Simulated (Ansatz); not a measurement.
# BGeH4O2: the cost of one run

All numbers are computed with Ansatz 0.2.0 through its Python package. Level of theory: PBE/def2-SVP.

### Step 1. Starting point

Bond lengths: O1–B2 1.460 Å, B2–O3 1.460 Å, B2–Ge4 2.019 Å, O1–H5 0.990 Å, O3–H6 0.990 Å, Ge4–H7 1.550 Å, Ge4–H8 1.550 Å. Angles: O1–B2–O3 120.0°, O1–B2–Ge4 120.0°, O3–B2–Ge4 120.0°, B2–O1–H5 104.6°, B2–O3–H6 104.6°, B2–Ge4–H7 109.3°, B2–Ge4–H8 109.3°, H7–Ge4–H8 109.5°.

The script holds or builds the structure itself.

### Step 2. The code

The input, bgeh4o2.py:

```python
import ansatz as az
from ase import Atoms

BASIS_SET = "def2-SVP"
XC = "pbe"
NET_CHARGE = -1
FORCE_TOL = 0.02

atoms = Atoms(["O", "B", "O", "Ge", "H", "H", "H", "H"], positions=[
    (-1.3374, -1.1381, -0.5165),
    (-0.5208, -0.0256, -0.0396),
    (-1.0487, 1.3353, -0.0723),
    (1.3404, -0.3688, 0.6626),
    (-1.8319, -1.4465, 0.2843),
    (-0.7822, 1.6854, -0.9597),
    (2.1988, -1.0161, -0.4538),
    (1.9817, 0.9744, 1.095),
])

first = (
    az.Crystal.molecule_from_ase(atoms).calculation()
    .basis(gaussian=BASIS_SET)
    .functional(XC)
    .charge(NET_CHARGE)
    .relax(force_tolerance=FORCE_TOL, max_steps=80)
)
atoms.positions = first.run(threads=1, pin="off").report["positions_ang"]

rows = []
for angle in [85, 95, 105, 115, 125, 140, 160]:
    bent = atoms.copy()
    bent.set_angle(1, 2, 5, angle, indices=[5])
    setup = az.Crystal.molecule_from_ase(bent).calculation()
    setup = setup.basis(gaussian=BASIS_SET).functional(XC)
    setup = setup.charge(NET_CHARGE)
    rows.append((angle, setup.run(threads=1, pin="off").report["free_energy_ev"]))
floor = min(e for _, e in rows)
for angle, e in rows:
    print(f"angle B1-O2-H5 = {angle:3d} deg   {1000 * (e - floor):9.1f} meV")
```

### Step 3. The input behind the calls

The engine receives this input (first run):

```yaml
crystal:
  periodic: [false, false, false]
  atoms:
    - { symbol: O, position_ang: [-1.3374, -1.1381, -0.5165] }
    - { symbol: B, position_ang: [-0.5208, -0.0256, -0.0396] }
    - { symbol: O, position_ang: [-1.0487, 1.3353, -0.0723] }
    - { symbol: Ge, position_ang: [1.3404, -0.3688, 0.6626] }
    - { symbol: H, position_ang: [-1.8319, -1.4465, 0.2843] }
    - { symbol: H, position_ang: [-0.7822, 1.6854, -0.9597] }
    - { symbol: H, position_ang: [2.1988, -1.0161, -0.4538] }
    - { symbol: H, position_ang: [1.9817, 0.9744, 1.095] }
basis:
  gaussian:
    orbitals: def2-SVP
hamiltonian:
  xc: pbe
total_charge: -1.0
relax:
  f_tol: 0.02
  max_steps: 80
```

### Step 4. Launch

Started as:

```console
> python bgeh4o2.py
```

What time and memory should one allow on 1 thread of Arm Neoverse V1, shared host?

About 72 s, with a peak of 0.2 GiB.
